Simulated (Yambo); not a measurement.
# NiO (Fm-3m) in Yambo: a series of runs, part 2 of 3

Yambo 5.3.0.

## (3) Optical spectrum by the Bethe-Salpeter equation, LDA, collinear spin, ferromagnetic start

Input file bse5.in:

```
optics
bse
bss
rim_cut
RandQpts= 1000000
RandGvec= 50 RL
BSKmod= "HARTREE"
BSEmod= "retarded"
BSSmod= "d"
% BSEQptR
 1 | 1 |
%
% BSEBands
 10 | 16 |
%
BSENGexx= 30 Ry
% BEnRange
 0 | 10 | eV
%
% BDmRange
 0.2 | 0.2 | eV
%
BEnSteps= 200
% BLongDir
 1 | 1 | 1 |
%
BSEprop= "abs"
WRbsWF
```

Input file scf.in:

```
&CONTROL
  calculation = 'scf'
  prefix = 'pwscf'
  outdir = './tmp'
  pseudo_dir = './pseudo'
/
&SYSTEM
  ibrav = 0
  nat = 2
  ntyp = 2
  ecutwfc = 98
  nbnd = 22
  occupations = 'smearing'
  smearing = 'fd'
  degauss = 0.00367493
  nspin = 2
  starting_magnetization(1) = 0.0556
  starting_magnetization(2) = 0
  force_symmorphic = .true.
/
&ELECTRONS
  conv_thr = 4d-10
  electron_maxstep = 120
  mixing_beta = 0.3
/
ATOMIC_SPECIES
Ni    58.6934 Ni.upf
O     15.9990 O.upf
CELL_PARAMETERS bohr
   0.0000000000    3.9417828252    3.9417828252
   3.9417828252    0.0000000000    3.9417828252
   3.9417828252    3.9417828252    0.0000000000
ATOMIC_POSITIONS bohr
Ni     0.0000000000    0.0000000000    0.0000000000
O      3.9417828252    3.9417828252    3.9417828252
K_POINTS automatic
12 12 12 0 0 0
```

Input file nscf.in:

```
&CONTROL
  calculation = 'nscf'
  prefix = 'pwscf'
  outdir = './tmp'
  pseudo_dir = './pseudo'
/
&SYSTEM
  ibrav = 0
  nat = 2
  ntyp = 2
  ecutwfc = 98
  nbnd = 42
  occupations = 'smearing'
  smearing = 'fd'
  degauss = 0.00367493
  nspin = 2
  starting_magnetization(1) = 0.0556
  starting_magnetization(2) = 0
  force_symmorphic = .true.
/
&ELECTRONS
  conv_thr = 1d-08
  diago_full_acc = .true.
  diago_thr_init = 1d-06
/
ATOMIC_SPECIES
Ni    58.6934 Ni.upf
O     15.9990 O.upf
CELL_PARAMETERS bohr
   0.0000000000    3.9417828252    3.9417828252
   3.9417828252    0.0000000000    3.9417828252
   3.9417828252    3.9417828252    0.0000000000
ATOMIC_POSITIONS bohr
Ni     0.0000000000    0.0000000000    0.0000000000
O      3.9417828252    3.9417828252    3.9417828252
K_POINTS automatic
4 4 4 0 0 0
```

Potentials or basis: PseudoDojo 0.4.1 SR LDA standard.

On the command line:

```sh
$ OMP_NUM_THREADS=1 pw.x -in scf.in > scf.out
$ OMP_NUM_THREADS=1 pw.x -in nscf.in > nscf.out
$ cd tmp/pwscf.save; p2y; mv SAVE ../..; cd ../..
$ OMP_NUM_THREADS=1 yambo
$ mkdir -p bse5; ln -s $PWD/g0w00/ndb.RIM bse5/
$ OMP_NUM_THREADS=1 yambo -F bse5.in -J bse5 -C bse5_out
$ OMP_NUM_THREADS=1 ypp -J bse5 -C bse5_out -e s -b 1
```

Yambo's report:

```text
[... sections 02.01 to 02.04 as in the set-up run ...]

  [02.05] Energies & Occupations
  ==============================

  [WARNING] Merged spin levels are metallic
  [X] === Spin Independent ===
  [X] Electronic Temperature                        :  0.258606E-1   300.100    [eV K]
  [X] Bosonic    Temperature                        :  0.258606E-1   300.100    [eV K]
  [X] Finite Temperature mode                       : yes
  [X] El. density                                   :  0.13222E+25 [cm-3]
  [X] Fermi Level                                   :  14.11002 [eV]

  [X] === Spin up channel ===
  [X] Conduction Band Min                  [spin UP]:  14.11002 [eV]
  [X] Valence Band Max                     [spin UP]:  14.11002 [eV]
  [X] Filled Bands                         [spin UP]:  11
  [X] Metallic Bands                       [spin UP]:  12  13
  [X] Empty Bands                          [spin UP]:   14   42

  [X] === Spin dn channel ===
[... 127 lines left out ...]
    [K] ALDA kernel in R-space                       : no
    [K] RL vectors                                   :   339 [exchange]
    [K] E/h energy range                             : -1.000000 -1.000000 [eV]
    [K] Coupling range                               :  100.0000  100.0000 [o/o]
    [K] Kernel long-range exchange                   : BAR

  [06.02] BSE solver(s) @q1
  =========================

  [06.03] Diago Solver @q1
  ========================

  [WR./bse5//ndb.BS_diago_Q1]-----------------------------------------------------
   BS kernel          energies                      : Slater exchange(X)+Perdew & Wang(C)
   [K] Identifier                                   :   9305
   [K] Dimension                                    :  1677
   [K] Bands                                        :  10  16
   [K] Exchange                                     : yes [res]
   [K] Correlation                                  : no [res]
   [K] Kernel`s coupling                            : no
   [K] Exchange                                     : no [cpl]
   [K] Correlation                                  : no [cpl]
   [K] W interaction is bare                        : no
   [K] ALDA kernel in R-space                       : no
   [K] RL vectors                                   :   339 [exchange]
   [K] E/h energy range                             : -1.000000 -1.000000 [eV]
   [K] Coupling range                               :  100.0000  100.0000 [o/o]
   [K] Kernel long-range exchange                   : BAR
   [BSS] Eigenstates included                       : yes
   [BSS] Field direction                            :  0.577350E-5  0.577350E-5  0.577350E-5
   [BSS] Eigenstates computed                       :  1677
   [BSS] Number of BSE matrices                     :  1
```

It took 2.3 min on 1 thread of Arm Neoverse V2, shared host; peak memory 0.29 GiB.

What came out:

| Quantity | Value |
| --- | --- |
| Band gap on the k mesh, mean-field level | none (metal or under the smearing width) |
| Net moment | 0.49 μB per cell |

Dielectric function (along the field direction of the input):
```
energy (eV)  real part  imaginary part
       0.25     -18.15          138.78
       0.45     -27.43           49.40
       0.70     -11.97           23.26
       0.95     -10.22           20.61
       1.21     -11.51           10.85
       1.46      -8.25            7.27
       1.71      -7.38            4.20
       1.96      -5.13            2.02
       2.21      -3.44            1.20
       2.46      -2.29            0.81
       2.71      -1.46            0.58
       2.96      -0.84            0.45
       3.22      -0.35            0.36
       3.47       0.06            0.31
       3.72       0.43            0.31
       3.97       0.80            0.38
       4.22       1.12            0.77
       4.47       0.46            1.03
       4.72       0.56            0.42
       4.97       0.89            0.27
       5.23       1.17            0.25
       5.48       1.44            0.32
       5.73       1.66            0.47
       5.98       1.88            0.80
       6.23       1.59            1.18
       6.48       1.18            1.02
       6.73       1.34            0.73
       6.98       1.68            0.56
       7.24       2.28            0.82
       7.49       2.70            1.90
       7.74       0.86            3.08
       7.99       0.39            1.74
       8.24       0.50            1.68
       8.49       0.05            1.35
       8.74       0.12            0.63
       8.99       0.55            0.36
       9.25       0.91            0.31
       9.50       1.25            0.37
       9.75       1.58            0.64
      10.00       1.39            1.06
```

Caveat: the k mesh is coarse (spacing up to 0.65 Å⁻¹), so the values aren't converged; the intraband (Drude) term of the metal is left out; the ground state has no gap, which makes the many-body step unreliable; spectra need much finer meshes, so this one isn't converged; a cell with one magnetic atom can't hold antiferromagnetic order, which such compounds often take; semilocal functionals often make such compounds metallic where correlation or magnetic order opens a gap, which also shifts bond lengths.

## (4) Optical spectrum by the Bethe-Salpeter equation, LDA, collinear spin, ferromagnetic start

Input file bse6.in:

```
optics
bse
bss
rim_cut
em1s
RandQpts= 1000000
RandGvec= 50 RL
Chimod= "HARTREE"
% BndsRnXs
 1 | 42 |
%
NGsBlkXs= 5 Ry
% LongDrXs
 1 | 1 | 1 |
%
BSKmod= "SEX"
BSEmod= "coupling"
BSSmod= "d"
% BSEQptR
 1 | 1 |
%
% BSEBands
 10 | 15 |
%
BSENGexx= 20 Ry
BSENGBlk= 5 Ry
WehCpl
% BEnRange
 0 | 15 | eV
%
% BDmRange
 0.2 | 0.2 | eV
%
BEnSteps= 200
% BLongDir
 1 | 1 | 1 |
%
BSEprop= "abs"
WRbsWF
```

scf.in is that of step 3.

nscf.in is that of step 3.

Potentials or basis: PseudoDojo 0.4.1 SR LDA standard.

On the command line:

```sh
$ OMP_NUM_THREADS=1 pw.x -in scf.in > scf.out
$ OMP_NUM_THREADS=1 pw.x -in nscf.in > nscf.out
$ cd tmp/pwscf.save; p2y; mv SAVE ../..; cd ../..
$ OMP_NUM_THREADS=1 yambo
$ mkdir -p bse6; ln -s $PWD/bse1/ndb.em1s* bse6/
$ mkdir -p bse6; ln -s $PWD/g0w00/ndb.RIM bse6/
$ OMP_NUM_THREADS=1 yambo -F bse6.in -J bse6 -C bse6_out
$ OMP_NUM_THREADS=1 ypp -J bse6 -C bse6_out -e s -b 1
```

Yambo's report:

```text
[... sections 02.01 to 02.04 as in the set-up run ...]

  [02.05] Energies & Occupations
  ==============================

  [WARNING] Merged spin levels are metallic
  [X] === Spin Independent ===
  [X] Electronic Temperature                        :  0.258693E-1   300.200    [eV K]
  [X] Bosonic    Temperature                        :  0.258606E-1   300.100    [eV K]
  [X] Finite Temperature mode                       : yes
  [X] El. density                                   :  0.13222E+25 [cm-3]
  [X] Fermi Level                                   :  14.11002 [eV]

  [X] === Spin up channel ===
  [X] Conduction Band Min                  [spin UP]:  14.11002 [eV]
  [X] Valence Band Max                     [spin UP]:  14.11002 [eV]
  [X] Filled Bands                         [spin UP]:  11
  [X] Metallic Bands                       [spin UP]:  12  13
  [X] Empty Bands                          [spin UP]:   14   42

  [X] === Spin dn channel ===
  [X] Conduction Band Min                  [spin DN]:  14.11002 [eV]
  [X] Valence Band Max                     [spin DN]:  14.11002 [eV]
  [X] Filled Bands                         [spin DN]:  11
  [X] Metallic Bands                       [spin DN]:  12  13
  [X] Empty Bands                          [spin DN]:   14   42

  [X] === Metallic Characters ===
  [X] N of el / N of met el                [spin UP]:  12.00000   1.41856
  [X] Average metallic occ.                [spin UP]:  0.354640
  [X] N of el / N of met el                [spin DN]:  12.00000   2.36599
  [X] Average metallic occ.                [spin DN]:  0.591498

  [WARNING] [X] Metallic system

  [WARNING] Merged spin levels are metallic

 [03] Transferred momenta grid and indexing
 ==========================================

 IBZ Q-points                                      :   8
 BZ  Q-points                                      :   64

 K/Q-points units:
 rlu = crystal or reduced units; cc = cartesian coordinates; iku = interal k-units

 Q [1]          [rlu]:  0.000000  0.000000  0.000000
 Q [2]          [rlu]:  0.19593E-17  0.19593E-17  0.25000
 Q [3]          [rlu]: -0.39187E-17 -0.39187E-17 -0.50000
 Q [4]          [rlu]: -0.57037E-18  0.25000      0.25000
 Q [5]          [rlu]: -0.86450E-17  0.25000      0.50000
 Q [6]          [rlu]: -0.39187E-17  0.25000     -0.25000
[... 95 lines left out ...]
     [K] Dimension                                    :  1275
     [K] Bands                                        :  10  15
     [K] Exchange                                     : yes [res]
     [K] Correlation                                  : yes [res]
     [K] Kernel`s coupling                            : yes
     [K] Exchange                                     : yes [cpl]
     [K] Correlation                                  : yes [cpl]
     [K] W interaction is bare                        : no
     [K] ALDA kernel in R-space                       : no
     [K] RL vectors                                   :  181 [exchange]
     [K] RL vectors                                   :  27 [correlation]
     [K] E/h energy range                             : -1.000000 -1.000000 [eV]
     [K] Coupling range                               :  100.0000  100.0000 [o/o]
     [W] Interaction is diagonal                      : no
     [W] Matrix size                                  :  27
     [W] Bands                                        :    1   42
     [W] e/h energy range                             : -1.000000 -1.000000 [eV]
     [W] Poles                                        :  100.0000 [o/o]
     [W] RL vectors in the sum                        :  2637
     [W] [r,Vnl] included                             : yes
     [W] Field direction                              :  0.577350E-5  0.577350E-5  0.577350E-5
     [W] Coulomb Cutoff                               : none
     [W] Hxc Kernel                                   : HARTREE
     [RIM] RL components                              :   51 [col]
     [RIM] Random points                              :  1000000 [col]
     [SOC] Perturbative SOC                           : no
     [K] Kernel long-range exchange                   : BAR

    [07.01.05.03] Wave-Function Phases
    ==================================

    [BSE] WF phases found       :  57.50868 [o/o]

   [07.01.06] BSE solver(s) @q1
   ============================

   [07.01.07] Diago Solver @q1
   ===========================

   [WR./bse6//ndb.BS_diago_Q1]-----------------------------------------------------
    BS kernel          energies                      : Slater exchange(X)+Perdew & Wang(C)
    [K] Identifier                                   :   8605
    [K] Dimension                                    :  1275
    [K] Bands                                        :  10  15
    [K] Exchange                                     : yes [res]
    [K] Correlation                                  : yes [res]
    [K] Kernel`s coupling                            : yes
    [K] Exchange                                     : yes [cpl]
    [K] Correlation                                  : yes [cpl]
    [K] W interaction is bare                        : no
    [K] ALDA kernel in R-space                       : no
    [K] RL vectors                                   :  181 [exchange]
    [K] RL vectors                                   :  27 [correlation]
    [K] E/h energy range                             : -1.000000 -1.000000 [eV]
    [K] Coupling range                               :  100.0000  100.0000 [o/o]
    [W] Interaction is diagonal                      : no
    [W] Matrix size                                  :  27
    [W] Bands                                        :    1   42
    [W] e/h energy range                             : -1.000000 -1.000000 [eV]
    [W] Poles                                        :  100.0000 [o/o]
    [W] RL vectors in the sum                        :  2637
    [W] [r,Vnl] included                             : yes
    [W] Field direction                              :  0.577350E-5  0.577350E-5  0.577350E-5
    [W] Coulomb Cutoff                               : none
    [W] Hxc Kernel                                   : HARTREE
    [RIM] RL components                              :   51 [col]
    [RIM] Random points                              :  1000000 [col]
    [SOC] Perturbative SOC                           : no
    [K] Kernel long-range exchange                   : BAR
    [BSS] Eigenstates included                       : yes
    [BSS] Field direction                            :  0.577350E-5  0.577350E-5  0.577350E-5
    [BSS] Eigenstates computed                       :  2550
    [BSS] Number of BSE matrices                     :  1
```

o-bse6.eps_q1_diago_bse:

```text
# Absorption @ Q(1):  0.577350269     0.577350269     0.577350269    [q->0 direction]
#
[... 52 lines left out ...]
#
        0.000000          -0.45774E-11        342.9266           0.000000           362.5468
        0.075377           191.0351           231.9480           202.3075           245.1465
        0.150754           205.5551           72.49145           217.8426           76.14397
        0.226131           148.0480          -4.587768           156.8417          -5.703381
        0.301508           97.66166          -26.66490           103.2694          -29.17118
        0.376884           65.67638          -28.35436           69.18710          -30.92860
[... 192 lines left out ...]
        14.92462           0.050892           0.407795           0.050078           0.403215
        15.00000           0.046431           0.425360           0.045782           0.420545
#
```

Results:

```
Band gap on the k mesh, mean-field level : none (metal or under the smearing width)
Net moment                               : 0.49 μB per cell
```

Dielectric function (along the field direction of the input):
```tsv
energy (eV)	real part	imaginary part
0.30	-26.66	97.66
0.68	-11.60	23.71
1.06	-12.60	15.73
1.43	-7.98	7.28
1.81	-6.17	2.78
2.19	-3.39	1.17
2.56	-1.83	0.66
2.94	-0.86	0.43
3.32	-0.18	0.32
3.69	0.37	0.29
4.07	0.92	0.47
4.45	0.44	1.08
4.82	0.63	0.32
5.20	1.06	0.24
5.58	1.43	0.38
5.95	1.77	0.76
6.33	1.30	1.25
6.71	1.18	0.75
7.09	1.77	0.61
7.46	2.53	1.80
7.84	0.14	2.38
8.22	0.26	1.68
8.59	-0.26	0.99
8.97	0.29	0.35
9.35	0.79	0.30
9.72	1.26	0.59
10.10	1.07	0.99
10.48	0.83	1.67
10.85	0.11	0.99
11.23	0.38	0.81
11.61	0.47	0.91
11.98	-0.06	0.81
12.36	-0.03	0.42
12.74	0.27	0.17
13.12	0.54	0.20
13.49	0.61	0.47
13.87	0.30	0.62
14.25	0.14	0.24
14.62	0.32	0.08
15.00	0.43	0.05
```

Caveat: the k mesh is coarse (spacing up to 0.65 Å⁻¹), so the values aren't converged; the intraband (Drude) term of the metal is left out; the ground state has no gap, which makes the many-body step unreliable; the transitions start from uncorrected Kohn-Sham levels, so peaks lie too low; exciton energies and binding change strongly with the k mesh and aren't converged on this one; spectra need much finer meshes, so this one isn't converged; a cell with one magnetic atom can't hold antiferromagnetic order, which such compounds often take; semilocal functionals often make such compounds metallic where correlation or magnetic order opens a gap, which also shifts bond lengths.

(Part 2 of 3 ends here.)
